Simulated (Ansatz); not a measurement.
# KZnF3: a tetragonal deformation path

One table from this session's results is given with a row withheld; the runs are named, their logs left out.

Method: DFT r2SCAN, scalar-relativistic, plane waves, PAW, in Ansatz 0.2.0.

## The structure to begin with

Symmetry: Pm-3m, No. 221, cubic system. Conventional cell: a = 4.050 Å, b = 4.050 Å, c = 4.050 Å, α = 90.00°, β = 90.00°, γ = 90.00°. K (site symmetry m-3m) has 12 F at 2.86 Å in its first shell of neighbours. Zn (site symmetry m-3m) has 6 F at 2.02 Å in its first shell of neighbours. F (site symmetry 4/mmm) has 2 Zn at 2.02 Å and 4 K at 2.86 Å in its first shell of neighbours.

Structure file:

```cif
data_structure
_symmetry_space_group_name_H-M 'P 1'
_symmetry_Int_Tables_number 1
_cell_length_a 4.0500
_cell_length_b 4.0500
_cell_length_c 4.0500
_cell_angle_alpha 90.000
_cell_angle_beta 90.000
_cell_angle_gamma 90.000
_cell_volume 66.43
loop_
_atom_site_label
_atom_site_type_symbol
_atom_site_fract_x
_atom_site_fract_y
_atom_site_fract_z
_atom_site_occupancy
K1 K 0.00000 0.00000 0.00000 1
Zn1 Zn 0.50000 0.50000 0.50000 1
F1 F 0.50000 0.50000 0.00000 1
F2 F 0.00000 0.50000 0.50000 1
F3 F 0.50000 0.00000 0.50000 1
```

The cell is taken as given, not relaxed at this level.

## Zero of energy

Reference values: F = -7302.8956 eV; pressure -0.23 GPa; largest force 0.000 eV/Å; gap on the mesh 4.63 eV. It was computed beforehand with the settings of the runs below.

Set-up of the first run:

At fixed volume and fractional coordinates, lengths along (0.000, 0.000, 1.000) are scaled against those across it; ρ is that ratio over its starting value.

The input, input.yaml:

```yaml
crystal:
  lattice:
    - [4.5462001499, 0.0, 0.0]
    - [0.0, 4.5462001499, 0.0]
    - [0.0, 0.0, 3.214163506]
  atoms:
    - { symbol: K, position: [0.0, 0.0, 0.0] }
    - { symbol: Zn, position: [0.5, 0.5, 0.5] }
    - { symbol: F, position: [0.5, 0.5, 0.0] }
    - { symbol: F, position: [0.0, 0.5, 0.5] }
    - { symbol: F, position: [0.5, 0.0, 0.5] }
basis:
  ecutwfc: 500
kpoints:
  mp_grid: { grid: [6, 6, 6] }
hamiltonian:
  xc: r2scan
scf:
  occupations: { method: gaussian, width: 0.05 }
output:
  forces: true
  stress: true
  eigenvalues: true
```

Launch:

```sh
> ansatz run input.yaml --threads 1 --pin off --max-ram 2560MiB --backend cpu --events-out ev --progress --plain --runs-dir out
```

Steps of the session up to this table: Point ρ = 0.707; At ρ = 1.414; ρ = 0.850; ρ = 1.200; At ρ = 0.780; ρ = 1.300; At ρ = 0.920; ρ = 1.100; Point ρ = 0.650; ρ = 1.500; Point ρ = 0.960; ρ = 1.050.

One of the session's tables, all rows but one given; the rest of the session is left out.

Collected from the runs (energy zero: the undisturbed cell):

| ρ | ΔE (meV/atom) | pressure (GPa) | gap on the mesh (eV) |
| --- | --- | --- | --- |
| 0.650 | 869.1 | 28.2 | 4.66 |
| 0.707 | 479.9 | 16.9 | 4.42 |
| 0.780 | 207.2 | 7.9 | 4.28 |
| 0.850 | 77.6 | 3.1 | 4.29 |
| 0.920 | ? | ? | ? |
| 0.960 | 4.2 | 0.0 | 4.51 |
| 1.000 | 0.0 | -0.2 | 4.63 |
| 1.050 | 5.6 | 0.1 | 4.48 |
| 1.100 | 20.9 | 0.8 | 4.35 |
| 1.200 | 74.9 | 3.7 | 4.09 |
| 1.300 | 155.6 | 8.1 | 3.82 |
| 1.414 | 278.4 | 14.5 | 3.47 |
| 1.500 | 393.1 | 20.3 | 3.17 |

Q: Estimate the row for ρ = 0.920 from the others.

Worked estimate for «ΔE (meV/atom)». A straight line through the neighbours (0.850, 77.6) and (0.960, 4.2) gives 77.6 + (4.2 − 77.6) × (0.920 − 0.850) / (0.960 − 0.850) = 30.9; a parabola fitted to 4 rows on both sides gives 12.8.

The run gave: ΔE (meV/atom): 18.4; pressure (GPa): 0.6; gap on the mesh (eV): 4.41. In «ΔE (meV/atom)» the line misses by +12.5 and the parabola by -5.6.
